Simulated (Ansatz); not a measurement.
# Sn: the cost of one run

Program: Ansatz 0.2.0. Level of theory: DFT r2SCAN, scalar-relativistic, plane waves, PAW. These are calculated values, not measurements.

## Step 1: The starting structure

It takes space group I4_1/amd (No. 141, tetragonal). Conventional cell: a = 5.880 Å, b = 5.880 Å, c = 3.199 Å, α = 90.00°, β = 90.00°, γ = 90.00°. Around Sn (site symmetry -4m2) lie 6 Sn at 3.05 to 3.20 Å.

As a file:

```xyz
2
Lattice="-2.9401 2.9401 1.5993 2.9401 -2.9401 1.5993 2.9401 2.9401 -1.5993" Properties=species:S:1:pos:R:3 pbc="T T T"
Sn    0.0000    2.9401    0.7997
Sn    0.0000    0.0000    0.0000
```

It goes back to an entry of the Materials Project.

The cell is taken as given, not relaxed at this level.

## Step 2: Zero of energy

Reference values: F = -12077.0379 eV; pressure -0.12 GPa; largest force 0.000 eV/Å; gap on the mesh none (metal). It was computed beforehand with the settings of the runs below.

## Step 3: Setting up biaxial against axial strain

The cell is strained by p along both x and y and by q along z, with fractional coordinates fixed.

## Step 4: Point p = -0.030, q = -0.030

The input, input.yaml:

```yaml
crystal:
  lattice:
    - [-2.8519362416, 2.8519362416, 1.5513229292]
    - [2.8519362416, -2.8519362416, 1.5513229292]
    - [2.8519362416, 2.8519362416, -1.5513229292]
  atoms:
    - { symbol: Sn, position: [0.75, 0.25, 0.5] }
    - { symbol: Sn, position: [0.0, 0.0, 0.0] }
basis:
  ecutwfc: 500
kpoints:
  mp_grid: { grid: [16, 16, 16] }
hamiltonian:
  xc: r2scan
scf:
  occupations: { method: gaussian, width: 0.15 }
output:
  forces: true
  stress: true
  eigenvalues: true
```

Started as:

```sh
ansatz run input.yaml --threads 1 --pin off --max-ram 2560MiB --backend cpu --events-out ev --progress --plain --runs-dir out
```

Q: Estimate wall time and peak memory on 1 thread of Intel Xeon at 2.50GHz (Skylake/Cascade Lake), shared host.

About 56 s, with a peak of 0.74 GiB.
